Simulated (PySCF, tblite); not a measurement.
# C5H11AlN2: geometry, infrared bands and NMR shifts

What infrared bands and NMR shifts should C5H11AlN2 (`C1C[NH][Al]([CH]2CC2)[NH]1`) show?

Computed with tblite 0.8.0 and PySCF 2.14.0, with density-fitted response routines of our own, on a single molecule in the gas phase. Atoms count from 0, in the outputs and in this text.

## (1) The molecule as given

19 atoms, charge 0, multiplicity 1; geometry from: force field or distance geometry start.

Bonds of the start (Å): C0–C1 1.57, C1–N2 1.46, N2–Al3 1.86, Al3–C4 2.01, C4–C5 1.53, C5–C6 1.51, Al3–N7 1.88, N7–C0 1.47, C6–C4 1.51, C0–H8 1.11, C0–H9 1.11, C1–H10 1.11, C1–H11 1.10, N2–H12 1.05, C4–H13 1.11, C5–H14 1.11, C5–H15 1.10, C6–H16 1.11, C6–H17 1.12, N7–H18 1.05.

## (2) Geometry optimisation with GFN2-xTB

Job settings and geometry (Å):

```
{"job": {"kind": "relax", "xc": "GFN2-xTB", "basis": "xTB"}, "charge": 0, "multiplicity": 1}
C      2.312900    -0.899600     0.110200
C      2.048100     0.174900    -1.000800
N      1.419400     1.369200    -0.442800
Al     0.354400     0.601700     0.877200
C     -1.641100     0.789200     0.790800
C     -2.275000     0.106200    -0.423600
C     -2.468100    -0.466900     0.963800
N      1.126700    -1.108000     0.956900
H      2.615300    -1.858300    -0.362200
H      3.145900    -0.566800     0.758700
H      1.417500    -0.280600    -1.794700
H      3.018600     0.452400    -1.450300
H      0.763600     1.765400    -1.163500
H     -2.161300     1.729800     1.053100
H     -3.175100     0.621500    -0.824200
H     -1.597700    -0.500500    -1.048500
H     -3.480500    -0.292900     1.392100
H     -1.901300    -1.409900     1.157500
H      0.467800    -1.743500     0.442700
```

On the command line:

```sh
OMP_NUM_THREADS=1 python probes_run.py task.json out
```

One launch serves the whole session: the jobs run in the order shown.

**Question.** This job is followed by: GFN2-xTB harmonic vibrations, gas phase; GIAO PBE0/pcSseg-1 NMR shielding, non-relativistic, gas phase. Predict these results of the whole session: strongest single infrared mode (GFN2-xTB); zero-point energy (GFN2-xTB); ¹³C shifts against TMS (PBE0/pcSseg-1, means over atoms taken as alike); ¹H shifts against TMS (PBE0/pcSseg-1, means over atoms taken as alike); ¹⁵N shifts against NH3 (PBE0/pcSseg-1, means over atoms taken as alike); ²⁷Al shifts against AlH4- (PBE0/pcSseg-1).

As calculated:

```
                                                               quantity                              value
                              strongest single infrared mode (GFN2-xTB)              2903 cm⁻¹, 196 km/mol
                                           zero-point energy (GFN2-xTB)                      97.4 kcal/mol
¹³C shifts against TMS (PBE0/pcSseg-1, means over atoms taken as alike)               49.1, 2.2, -11.8 ppm
 ¹H shifts against TMS (PBE0/pcSseg-1, means over atoms taken as alike)  3.44, 0.77, 0.71, 0.31, -0.62 ppm
¹⁵N shifts against NH3 (PBE0/pcSseg-1, means over atoms taken as alike)                           32.2 ppm
                              ²⁷Al shifts against AlH4- (PBE0/pcSseg-1)                           99.4 ppm
```

In words: Relaxing lowered the energy by 1.059 eV in 182 steps; the close pair that moved most is Al3–N7, from 1.878 to 1.783 Å. All 51 modes are real, so the xTB geometry is a minimum. The strongest single mode, at 2903 cm⁻¹, moves mainly H11 and H8. GFN2-xTB is a fitted tight-binding method: band positions and strengths are rough. Its intensities can rank the bands wrongly. The most deshielded carbon is C0, C1 (mean) (sp3 CH2 bonded to N), at 49.1 ppm: deshielded by the electronegative neighbour. The most deshielded hydrogen is H8, H9, H10, H11 (mean) (hydrogen on an sp3 CH2 bonded to N), at 3.44 ppm: its carbon carries N, which withdraws density. At PBE0/pcSseg-1: Shielding is most anisotropic at Al3 (span 157 ppm, paramagnetic term -409 ppm).
